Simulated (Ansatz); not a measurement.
# C₃H₅BO: a ladder of functionals and wavefunction methods

The task here is to estimate one member of a computed series from the others.

Program: Ansatz 0.2.0, Gaussian basis. Level of theory: functionals in def2-TZVPP, the program's frozen cores in correlated methods. These are calculated values, not measurements.

Levels to be run: LDA (SPW92), PBE-D4, revPBE-D4, BLYP-D4, r2SCAN-D4, B97M-V, PBE0-D4, B3LYP-D4, r2SCANh-D4, r2SCAN0-D4, HSE06-D4, BHLYP-D4, CAM-B3LYP-D4, LC-ωPBE, ωB97X-V, ωB97M-V, B2PLYP, PBE-QIDH; CCSD(T)/def2-SVP; CCSD(T)/def2-TZVPP; MP2/def2-QZVPP; extrapolation to the limit; RPA on PBE.

### The relaxed structure

All runs share one geometry, relaxed beforehand with PBE0-D4 in a triple-zeta def2 set.

SMILES `O=C1CBC1`, 10 atoms, charge 0, spin multiplicity 1.

Atoms are counted from 1 here; the program's logs count them from 0.

Bond lengths: O1–C2 1.196 Å, C2–C3 1.527 Å, C2–C5 1.527 Å, C3–B4 1.580 Å, C3–H6 1.089 Å, C3–H7 1.100 Å, B4–C5 1.580 Å, B4–H8 1.190 Å, C5–H9 1.089 Å, C5–H10 1.100 Å. Angles: O1–C2–C3 131.6°, O1–C2–C5 131.6°, C3–C2–C5 95.3°, C2–C3–B4 83.8°, C2–C3–H6 119.0°, C2–C3–H7 109.4°, B4–C3–H6 126.5°, B4–C3–H7 107.0°, H6–C3–H7 108.5°, C3–B4–C5 91.1°, C3–B4–H8 134.4°, C5–B4–H8 134.4°, C2–C5–B4 83.8°, C2–C5–H9 119.0°, C2–C5–H10 109.5°, B4–C5–H9 126.5°, B4–C5–H10 107.0°, H9–C5–H10 108.5°.

The first run:

in.yaml

```yaml
crystal:
  periodic: [false, false, false]
  atoms:
    - {symbol: O, position_ang: [-0.193244, 0.326466, -2.162539]}
    - {symbol: C, position_ang: [0.009348, 0.244230, -0.986409]}
    - {symbol: C, position_ang: [0.868871, -0.718512, -0.170917]}
    - {symbol: B, position_ang: [-0.239511, -0.501817, 0.934282]}
    - {symbol: C, position_ang: [-0.744926, 0.810748, 0.213993]}
    - {symbol: H, position_ang: [1.164729, -1.668195, -0.614660]}
    - {symbol: H, position_ang: [1.774018, -0.197429, 0.175389]}
    - {symbol: H, position_ang: [-0.598290, -1.119952, 1.885833]}
    - {symbol: H, position_ang: [-1.781005, 1.122089, 0.087575]}
    - {symbol: H, position_ang: [-0.176991, 1.651171, 0.640352]}
basis:
  gaussian: {orbitals: def2-TZVPP}
hamiltonian: {xc: lda}
output: {orbitals: {seedname: orbitals}}
```

Steps of the session up to this table: LDA; PBE-D4 (GGA); revPBE-D4 (GGA); BLYP-D4 (GGA); r2SCAN-D4 (meta-GGA); B97M-V (meta-GGA); PBE0-D4 (hybrid); B3LYP-D4 (hybrid); r2SCANh-D4 (hybrid); r2SCAN0-D4 (hybrid); HSE06-D4 (hybrid); BHLYP-D4 (hybrid); CAM-B3LYP-D4 (range-separated); LC-ωPBE (range-separated); ωB97X-V (range-separated); ωB97M-V (range-separated); B2PLYP (double hybrid); PBE-QIDH (double hybrid).

One table of the session follows, with a row left open; its other results are not shown here.

It belongs to the step «Frontier levels by functional». 

```
  functional  HOMO (eV)  LUMO (eV)  gap (eV)
 LDA (SPW92)      -5.78      -3.03      2.75
      PBE-D4      -5.61      -2.78      2.83
   revPBE-D4      -5.55      -2.67      2.87
     BLYP-D4      -5.51      -2.64      2.87
   r2SCAN-D4      -5.88      -2.42      3.46
      B97M-V      -6.03      -2.45      3.58
     PBE0-D4      -7.11      -1.77      5.35
    B3LYP-D4          ?          ?         ?
  r2SCANh-D4      -6.45      -2.07      4.38
  r2SCAN0-D4      -7.31      -1.56      5.75
    HSE06-D4      -6.71      -2.15      4.56
    BHLYP-D4      -8.55      -0.70      7.85
CAM-B3LYP-D4      -8.53      -0.64      7.90
     LC-ωPBE      -9.84       0.59     10.42
     ωB97X-V      -9.51       0.48      9.99
     ωB97M-V      -9.46       0.25      9.70
```

**Question.** Estimate the row for B3LYP-D4.

Worked estimate for «HOMO (eV)». Against the share of exact exchange, BLYP-D4 (0, -5.51), BHLYP-D4 (0.5, -8.55) give a slope of -6.08 per unit share; at 0.2 the line stands at -6.73.

The run gave: HOMO (eV): -6.87; LUMO (eV): -2.00; gap (eV): 4.87. In «HOMO (eV)» the line misses by +0.14.
